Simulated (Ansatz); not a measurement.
# Pt: the cost of one run

Computed with Ansatz 0.2.0 (DFT PBEsol, scalar-relativistic, plane waves, PAW, unless a step's input says otherwise).

The COD entry's cell or inner coordinates are ideal or old and differ from later refinements, so a difference from it is no clean test against experiment.

### Step 1. Starting point

It takes space group Pmmn (No. 59, orthorhombic). Conventional cell: a = 2.769 Å, b = 3.916 Å, c = 26.691 Å, α = 90.00°, β = 90.00°, γ = 90.00°. Pt (site symmetry mm2) has 7 Pt at 2.77 Å as nearest neighbours. Around Pt (site symmetry mm2) lie 11 Pt at 2.77 Å. Pt (site symmetry mm2) has 12 Pt at 2.77 Å as nearest neighbours.

Coordinates:

```
CELL_PARAMETERS angstrom
2.76889 0.00000 0.00000
0.00000 3.91580 0.00000
0.00000 0.00000 26.69111
ATOMIC_POSITIONS crystal
Pt 0.50000 0.50000 0.31846
Pt 0.00000 0.00000 0.37033
Pt 0.50000 0.50000 0.42220
Pt 0.00000 0.00000 0.47407
Pt 0.50000 0.50000 0.52593
Pt 0.00000 0.00000 0.57780
Pt 0.50000 0.50000 0.62967
Pt 0.00000 0.00000 0.68154
```

Slab cut from the bulk at the bulk's listed lattice constants, lower half held.

### Step 2. Relaxing the atoms

input.yaml reads:

```yaml
crystal:
  lattice:
    - [2.76888873, 0.0, 0.0]
    - [0.0, 3.9158, 0.0]
    - [0.0, 0.0, 26.6911105793]
  atoms:
    - { symbol: Pt, position: [0.5, 0.5, 0.3184580864] }
    - { symbol: Pt, position: [0.0, 0.0, 0.370327209] }
    - { symbol: Pt, position: [0.5, 0.5, 0.4221963213] }
    - { symbol: Pt, position: [0.0, 0.0, 0.4740654439] }
    - { symbol: Pt, position: [0.5, 0.5, 0.5259345561] }
    - { symbol: Pt, position: [0.0, 0.0, 0.5778036787] }
    - { symbol: Pt, position: [0.5, 0.5, 0.629672791] }
    - { symbol: Pt, position: [0.0, 0.0, 0.6815419136] }
basis:
  ecutwfc: 420.0
  fft_grid_basis: typed
kpoints:
  mp_grid: { grid: [9, 7, 1] }
hamiltonian:
  xc: pbesol
  pseudopotentials: { kind: paw }
scf:
  occupations: { method: gaussian, width: 0.1 }
output:
  forces: true
  eigenvalues: true
efield:
  axis: 3
  dipole_correction: true
  ramp_width: 0.04
relax:
  adjacent_minimum: "off"
  f_tol: 0.04
  max_steps: 40
  constraints: [{ sites: [0, 1, 2, 3] }]
```

Run with:

```console
$ ansatz run input.yaml --threads 2 --pin off --max-ram 4423MiB --backend cpu --events-out ev --progress --plain --runs-dir out
```

Q: Estimate wall time and peak memory on 2 threads of Intel Xeon Platinum 8259CL at 2.50GHz (Skylake/Cascade Lake), shared host.

About 89 s, with a peak of 0.84 GiB.
